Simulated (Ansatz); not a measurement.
# Te: the cost of one run

Computed with Ansatz 0.2.0 (DFT PBE, scalar-relativistic, plane waves, PAW, unless a step's input says otherwise).

**1. The system as given**

It takes space group P6/mmm (No. 191, hexagonal). The conventional cell has a = 6.738 Å, b = 6.738 Å, c = 14.000 Å, α = 90.00°, β = 90.00°, γ = 120.00°. Around Te (site symmetry mmm) lie 4 Te at 3.37 Å.

Coordinates:

```
CELL_PARAMETERS angstrom
6.73787 0.00000 0.00000
-3.36894 5.83517 0.00000
0.00000 0.00000 14.00000
ATOMIC_POSITIONS crystal
Te 0.50000 0.00000 0.50000
Te 0.00000 0.50000 0.50000
Te 0.50000 0.50000 0.50000
```

Recipe of the guess: random sheet by layer group and Wyckoff sites. The dimensions are guesses.

It is a sheet, periodic along a and b, with vacuum along c; volumes and pressures of the box carry no meaning, and space groups named for it are those of the box.

**2. Probe: one point on a coarse mesh**

The input, input.yaml:

```yaml
crystal:
  lattice:
    - [6.737872, 0.0, 0.0]
    - [-3.368936, 5.835168, 0.0]
    - [0.0, 0.0, 14.0]
  atoms:
    - { symbol: Te, position: [0.5, 0.0, 0.5] }
    - { symbol: Te, position: [0.0, 0.5, 0.5] }
    - { symbol: Te, position: [0.5, 0.5, 0.5] }
  periodic: [true, true, false]
basis:
  ecutwfc: 420
kpoints:
  mp_grid: { grid: [3, 3, 1] }
hamiltonian:
  xc: pbe
scf:
  occupations: { method: gaussian, width: 0.1 }
  lower_state_search: "off"
output:
  forces: true
  stress: true
  eigenvalues: true
```

Launch:

```bash
$ ansatz run input.yaml --threads 1 --pin off --max-ram 2048MiB --backend cpu --events-out ev --progress --plain --runs-dir out
```

Q: Estimate wall time and peak memory on 1 thread of AMD EPYC 7R43 (Zen 3), shared host.

About 8 s, with a peak of 0.83 GiB.
